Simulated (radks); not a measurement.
**V²⁺ with its nuclear charge varied continuously**

An exercise on one series of results from a longer session: the logs are not shown, and one member is left open.

Program: radks (a radial shooting solver on a logarithmic mesh, Libxc functionals) version 1. Level of theory: non-relativistic Kohn-Sham, LDA (Slater exchange, Perdew-Wang correlation), spin-polarised, spherical densities, point nucleus; open shells are filled with parallel spins first. These are calculated values, not measurements, unless marked.

### The system

| Quantity | Value |
| --- | --- |
| element | vanadium (Z = 23) |
| charge | +2 |
| electrons | 21 |
| configuration | [Ar] 3d3 |

The outer shells:

V²⁺
```
[Ar] core
3d [↑ ][↑ ][↑ ][  ][  ]
```

The first run:

Input:

```text
Z 23
configuration [Ar] 3d3
relativity non-relativistic
functional lda,pw
spin polarised
nucleus point
```

Among the steps run: Z = 23.

One table of the session follows, with a row left open; its other results are not shown here.

It belongs to the step «Z = 23». From the orbitals of this run (lengths in bohr):

| level | <r> | outermost maximum (interpolated) | 90 % within | nodes |
| --- | --- | --- | --- | --- |
| 2p up | 0.2757 | 0.209 | 0.453 | 0 |
| 2p down | 0.2753 | 0.209 | 0.452 | 0 |
| 3s up | 0.9576 | 0.827 | 1.44 | 2 |
| 3s down | 0.9597 | 0.827 | 1.44 | 2 |
| 3p up | 1.018 | 0.847 | 1.57 | 1 |
| 3p down | ? | ? | ? | ? |
| 3d up | 1.295 | 0.878 | 2.21 | 0 |
| 3d down | 1.338 | 0.886 | 2.30 | 0 |

Q: Estimate the row for 3p down from the others.

**Answer.** <r>: 1.022; outermost maximum (interpolated): 0.848; 90 % within: 1.58; nodes: 1. In the column «<r>» it lies between 3p up (1.018) and 3d up (1.295).
